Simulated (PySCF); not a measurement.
# C3H12N2Si2: the cost of one run

Computed with PySCF 2.14.0, with density-fitted response routines of our own, on a single molecule in the gas phase. Atoms count from 0, in the outputs and in this text.

## Step 1: The starting structure

19 atoms, charge 0, multiplicity 1; geometry from: GFN2-xTB.

Bonds of the start (Å): Si0–C1 1.90, C1–Si2 1.90, Si2–N3 1.72, N3–C4 1.45, C4–C5 1.53, C5–N6 1.45, N6–Si2 1.72, Si0–H7 1.47, Si0–H8 1.46, Si0–H9 1.47, C1–H10 1.09, C1–H11 1.09, Si2–H12 1.48, N3–H13 1.01, C4–H14 1.10, C4–H15 1.10, C5–H16 1.10, C5–H17 1.09, N6–H18 1.01.

## Step 2: Excited states and response: CAM-B3LYP/def2-SVPD

The job: settings as JSON, then the geometry in Å.

```
{"job": {"kind": "uv", "xc": "CAM-B3LYP", "basis": "def2-SVPD", "nstates": 8, "ntriplets": 3}, "charge": 0, "multiplicity": 1}
Si     2.521418     0.119585     0.390621
C      1.628186    -1.022631    -0.830097
Si    -0.257648    -0.845491    -0.895575
N     -1.159807    -0.938555     0.568178
C     -1.678441     0.355844     0.951946
C     -1.840471     1.144269    -0.344366
N     -0.694965     0.800848    -1.156771
H      2.029944    -0.101067     1.757075
H      2.342612     1.526767     0.029609
H      3.958135    -0.191571     0.374974
H      2.025852    -0.860780    -1.830196
H      1.849239    -2.061013    -0.587850
H     -0.852124    -1.841615    -1.808006
H     -0.907040    -1.519752     1.348917
H     -0.986499     0.886667     1.620463
H     -2.639695     0.246368     1.465435
H     -2.783734     0.858677    -0.830531
H     -1.862238     2.220939    -0.150176
H     -0.702529     1.231762    -2.065948
```

With the program's defaults for keys left out, this is: TDDFT CAM-B3LYP/def2-SVPD, vertical, gas phase, core orbitals frozen in the response.

Run with:

```
> OMP_NUM_THREADS=1 python probes_run.py task.json out
```

This one command runs all jobs of the session in turn.

Q: Estimate the wall time and peak memory of this job on 1 thread of Arm Neoverse N1, shared host.

About 2.2 min, with a peak of 1.1 GiB.
